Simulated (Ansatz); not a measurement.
**C₂H₂FI: one species, many methods**

An exercise on one series of results from a longer session: the logs are not shown, and one member is left open.

Computed with Ansatz 0.2.0, Gaussian basis. Level: functionals in def2-TZVPP, the program's frozen cores in correlated methods.

Levels to be run: LDA (SPW92), PBE-D4, revPBE-D4, BLYP-D4, r2SCAN-D4, B97M-V, PBE0-D4, B3LYP-D4, r2SCANh-D4, r2SCAN0-D4, HSE06-D4, BHLYP-D4, CAM-B3LYP-D4, LC-ωPBE, ωB97X-V, ωB97M-V, B2PLYP, PBE-QIDH; CCSD(T)/def2-SVP; CCSD(T)/def2-TZVPP; MP2/def2-QZVPP; extrapolation to the limit; RPA on PBE.

## The relaxed structure

An earlier PBE0-D4 in a triple-zeta def2 set relaxation fixed the geometry. I takes the def2 core potential; no spin-orbit term is included.

SMILES `F/C=C/I`, 6 atoms, charge 0, spin multiplicity 1.

Atoms are counted from 1 here; the program's logs count them from 0.

Bond lengths: F1–C2 1.335 Å, C2–C3 1.319 Å, C2–H5 1.083 Å, C3–I4 2.065 Å, C3–H6 1.081 Å. Angles: F1–C2–C3 120.9°, F1–C2–H5 113.0°, C3–C2–H5 126.1°, C2–C3–I4 121.4°, C2–C3–H6 122.4°, I4–C3–H6 116.2°.

Geometry (Å):

```
F    -1.1887   -0.5212   -1.3542
C    -0.6605   -0.2366   -0.1621
C     0.5901    0.1688   -0.0541
I     1.4228    0.6132    1.7821
H    -1.3586   -0.3763    0.6545
H     1.2370    0.2882   -0.9122
```

Set-up of the first run:

Input file in.yaml:

```yaml
crystal:
  periodic: [false, false, false]
  atoms:
    - {symbol: F, position_ang: [-1.188740, -0.521233, -1.354174]}
    - {symbol: C, position_ang: [-0.660486, -0.236633, -0.162140]}
    - {symbol: C, position_ang: [0.590104, 0.168795, -0.054109]}
    - {symbol: I, position_ang: [1.422761, 0.613162, 1.782080]}
    - {symbol: H, position_ang: [-1.358630, -0.376256, 0.654487]}
    - {symbol: H, position_ang: [1.236989, 0.288166, -0.912246]}
basis:
  gaussian: {orbitals: def2-TZVPP}
hamiltonian: {xc: lda}
output: {orbitals: {seedname: orbitals}}
```

Among the steps run: LDA; PBE-D4 (GGA); revPBE-D4 (GGA); BLYP-D4 (GGA); r2SCAN-D4 (meta-GGA); B97M-V (meta-GGA); PBE0-D4 (hybrid); B3LYP-D4 (hybrid); r2SCANh-D4 (hybrid); r2SCAN0-D4 (hybrid); HSE06-D4 (hybrid); BHLYP-D4 (hybrid); CAM-B3LYP-D4 (range-separated); LC-ωPBE-D4 (range-separated; the results give it without D4); ωB97X-V (range-separated); ωB97M-V (range-separated); B2PLYP (double hybrid); PBE-QIDH (double hybrid).

One of the session's tables, all rows but one given; the rest of the session is left out.

It belongs to the step «Orbital energies across the functionals». 

| functional | HOMO (eV) | gap (eV) |
| --- | --- | --- |
| LDA (SPW92) | -6.13 | 4.08 |
| PBE-D4 | -5.94 | 4.11 |
| revPBE-D4 | -5.88 | 4.13 |
| BLYP-D4 | -5.78 | 4.04 |
| r2SCAN-D4 | -6.18 | 4.57 |
| B97M-V | -6.19 | 4.65 |
| PBE0-D4 | -7.07 | 6.17 |
| B3LYP-D4 | -6.85 | 5.69 |
| r2SCANh-D4 | -6.60 | 5.32 |
| r2SCAN0-D4 | -7.23 | 6.46 |
| HSE06-D4 | -6.68 | 5.40 |
| BHLYP-D4 | ? | ? |
| CAM-B3LYP-D4 | -8.33 | 8.50 |
| LC-ωPBE | -9.64 | 11.03 |
| ωB97X-V | -9.29 | 10.55 |
| ωB97M-V | -9.18 | 10.28 |

Estimate the missing values for BHLYP-D4.

Worked estimate for «HOMO (eV)». Against the share of exact exchange, BLYP-D4 (0, -5.78), B3LYP-D4 (0.2, -6.85) give a slope of -5.35 per unit share; at 0.5 the line stands at -8.45.

**Answer.** HOMO (eV): -8.04; gap (eV): 8.11. In «HOMO (eV)» the line misses by -0.41.
